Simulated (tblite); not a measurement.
# C4H15BOSi3: the cost of one run

The runs use tblite 0.8.0 and PySCF 2.14.0, with density-fitted response routines of our own; the level of theory stands in each step. All values are computed, except where a source is named. Atoms count from 0, in the outputs and in this text.

### 1 Starting geometry

24 atoms, charge 0, multiplicity 1; geometry from: force field or distance geometry start.

Bonds of the start (Å): Si0–Si1 2.23, Si1–O2 1.71, O2–Si3 1.73, Si3–B4 1.93, B4–C5 1.61, C5–C6 1.53, C6–C7 1.52, C7–C8 1.51, C8–C5 1.52, Si0–H9 1.48, Si0–H10 1.46, Si0–H11 1.47, Si1–H12 1.47, Si1–H13 1.48, Si3–H14 1.48, Si3–H15 1.47, B4–H16 1.18, C5–H17 1.11, C6–H18 1.10, C6–H19 1.12, C7–H20 1.11, C7–H21 1.12, C8–H22 1.12, C8–H23 1.12.

### 2 Geometry optimisation with GFN2-xTB

Job settings and geometry (Å):

```
{"job": {"kind": "relax", "xc": "GFN2-xTB", "basis": "xTB"}, "charge": 0, "multiplicity": 1}
Si     2.855400    -0.446100    -0.680500
Si     2.568900    -1.478100     1.272200
O      0.913000    -1.527400     1.705000
Si     0.500400     0.023100     2.358900
B     -1.124400     0.651100     1.529300
C     -1.144500     0.952300    -0.055600
C     -1.108600    -0.295900    -0.931300
C     -2.470600     0.066800    -1.487200
C     -2.510800     1.303100    -0.613000
H      2.285100     0.913400    -0.587600
H      4.276600    -0.374100    -1.003200
H      2.139500    -1.198100    -1.727300
H      3.056900    -2.860900     1.154500
H      3.380700    -0.823200     2.323100
H      0.263900    -0.121400     3.813400
H      1.535500     1.042900     2.165600
H     -2.074900     0.865700     2.191700
H     -0.365300     1.686900    -0.351200
H     -0.313000    -0.250800    -1.695300
H     -1.122500    -1.259100    -0.361100
H     -2.444800     0.310900    -2.571900
H     -3.260900    -0.675500    -1.215500
H     -2.492800     2.250900    -1.200400
H     -3.354400     1.263500     0.123400
```

Started as:

```bash
$ OMP_NUM_THREADS=1 python probes_run.py task.json out
```

The driver reads the jobs from task.json and runs them one after another.

Q: Estimate the wall time of this first job on 1 thread of Arm Neoverse V2, shared host.

About 2 s.
